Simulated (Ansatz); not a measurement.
# C2H6AlCl (dimethylaluminum chloride): B3LYP/6-31G(d) (spherical functions)

Aim: the electronic atomisation energy of C2H6AlCl (dimethylaluminum chloride) at B3LYP/6-31G* (spherical functions), from 5 runs. 

The calculation is run with Ansatz 0.2.0.

56 further runs of the same task are left out: 56 set aside as unsound or not needed.

## 1. The molecule

C2H6AlCl has 10 atoms, charge 0, and is taken as a singlet. As SMILES, `[CH3][Al]([CH3])[Cl]`. The coordinates come from a PBE0-D4/def2-TZVP relaxation.

Bond lengths: C1–Al2 1.942 Å, Al2–C3 1.942 Å, Al2–Cl4 2.114 Å, C1–H5 1.092 Å, C1–H6 1.095 Å, C1–H7 1.095 Å, C3–H8 1.095 Å, C3–H9 1.093 Å, C3–H10 1.094 Å. Some angles: C1–Al2–C3 125.8°, C1–Al2–Cl4 117.8°, C3–Al2–Cl4 116.4°, Al2–C1–H5 112.5°, Al2–C1–H6 110.7°, Al2–C1–H7 110.7°, Al2–C3–H8 110.7°, Al2–C3–H9 112.6°, Al2–C3–H10 110.7°, H5–C1–H6 108.1°.

## 2. A single-point energy at B3LYP/6-31G(d) (spherical functions)

File input.yaml:

```yaml
crystal:
  periodic: [false, false, false]
  atoms:
    - symbol: C
      position_ang: [-0.517700, 1.358200, -0.989200]
    - symbol: Al
      position_ang: [-0.252300, -0.446600, -0.322400]
    - symbol: C
      position_ang: [0.742200, -0.932200, 1.273500]
    - symbol: Cl
      position_ang: [-1.112300, -2.038200, -1.415400]
    - symbol: H
      position_ang: [-1.121400, 1.383800, -1.898300]
    - symbol: H
      position_ang: [-1.010200, 1.981400, -0.235400]
    - symbol: H
      position_ang: [0.443800, 1.835600, -1.206000]
    - symbol: H
      position_ang: [0.102400, -1.471200, 1.979300]
    - symbol: H
      position_ang: [1.158700, -0.063300, 1.788800]
    - symbol: H
      position_ang: [1.566900, -1.607500, 1.025200]
basis:
  gaussian:
    orbitals: 6-31G_st_-spherical.json
hamiltonian:
  xc: {name: B3LYP}
accuracy: high
output:
  orbitals: {seedname: orbitals}
```

The basis set 6-31G* is read from a file made from the Basis Set Exchange's data (not shown).

Launch:

```
$ ansatz run input.yaml --threads 1 --pin off --max-ram 3480MiB --events-out events.jsonl --progress --plain --runs-dir runs
```

What it wrote:

```text
Warning: RAYON_NUM_THREADS=1 ignored (pool sized by the plan → 1); use --threads N
Functional definition: B3LYP
  name "B3LYP"
  parameter a0 = 0.2
  parameter ax = 0.72
  parameter ac = 0.81
  exchange = (1 - a0 - ax)*slater_x + ax*b88_x + a0*exact_x
  correlation = (1 - ac)*vwn_rpa_c + ac*lyp_c
1752 factors; integrals over basis functions are off by at most 6.6e-9 eV
mean field evaluation 1: about -21284.3833 eV, gradient 6.3e1 eV
mean field evaluation 2: about -21280.4983 eV, gradient 6.9e1 eV
mean field evaluation 4: about -21293.8070 eV, gradient 2.1e0 eV
mean field evaluation 8: about -21293.9687 eV, gradient 1.7e-1 eV
mean field evaluation 16: about -21293.9688 eV, gradient 1.5e-5 eV
mean field -21293.96878013 eV, -782.5389190992 hartree, gradient 6.2e-8 eV, S^2 0.000000; 0 other end points of the search recorded, 0 dependent functions left out
reference -21293.96882276 eV, -782.5389206661 hartree; 24, 24 occupied and 52, 52 virtual orbitals, 1752 factors
Total energy: -21293.96882276 eV, -782.5389206661 hartree
```

It took 9 s on 1 thread of Arm Neoverse V1, shared host; peak memory 0.25 GiB.

## 3. The Al atom, same level

File molecule.yaml:

```yaml
crystal:
  periodic: [false, false, false]
  atoms:
    - {symbol: Al, position_ang: [0.000000, 0.000000, 0.000000]}
basis:
  gaussian: {orbitals: 6-31G_st_-spherical.json}
magnetization: {spin_polarized: true, initial_magnetization: 1}
hamiltonian: {xc: {name: B3LYP}}
accuracy: high
```

The basis set 6-31G* is read from a file made from the Basis Set Exchange's data (not shown).

Run the same way, it converges to -242.36652 Eh (log not shown).

## 4. The C atom, same level

File input.yaml:

```yaml
crystal:
  periodic: [false, false, false]
  atoms:
    - {symbol: C, position_ang: [0.000000, 0.000000, 0.000000]}
basis:
  gaussian: {orbitals: 6-31G_st_-spherical.json}
magnetization: {spin_polarized: true, initial_magnetization: 2}
hamiltonian: {xc: {name: B3LYP}}
accuracy: high
```

The basis set 6-31G* is read from a file made from the Basis Set Exchange's data (not shown).

Run the same way, it converges to -37.84469 Eh (log not shown).

## 5. The Cl atom

File input.yaml:

```yaml
crystal:
  periodic: [false, false, false]
  atoms:
    - {symbol: Cl, position_ang: [0.000000, 0.000000, 0.000000]}
basis:
  gaussian: {orbitals: 6-31G_st_-spherical.json}
magnetization: {spin_polarized: true, initial_magnetization: 1}
hamiltonian: {xc: {name: B3LYP}}
accuracy: high
```

The basis set 6-31G* is read from a file made from the Basis Set Exchange's data (not shown).

Run the same way, it converges to -460.13279 Eh (log not shown).

## 6. The H atom, same level

File run.yaml:

```yaml
crystal:
  periodic: [false, false, false]
  atoms:
    - {symbol: H, position_ang: [0.000000, 0.000000, 0.000000]}
basis:
  gaussian:
    orbitals: "6-31G*"
magnetization:
  spin_polarized: true
  initial_magnetization: 1
hamiltonian:
  xc: {name: B3LYP}
accuracy: high
```

Run the same way, it converges to -0.50027 Eh (log not shown).

## 7. Summary of results

At B3LYP/6-31G* (spherical functions):

```
                     quantity          value
       molecule: total energy  -782.53892 Eh
        molecule: HOMO energy       -7.51 eV
        molecule: LUMO energy       -0.78 eV
      molecule: HOMO–LUMO gap        6.73 eV
        Al atom: total energy  -242.36652 Eh
                Al atom: ⟨S²⟩          0.752
         C atom: total energy   -37.84469 Eh
                 C atom: ⟨S²⟩          2.002
        Cl atom: total energy  -460.13279 Eh
                Cl atom: ⟨S²⟩          0.752
         H atom: total energy    -0.50027 Eh
                 H atom: ⟨S²⟩          0.750
electronic atomisation energy      36.697 eV
```

**Reading.** Taking the molecule apart into free atoms costs 36.70 eV (3541 kJ/mol), before zero-point energy and without spin-orbit coupling.
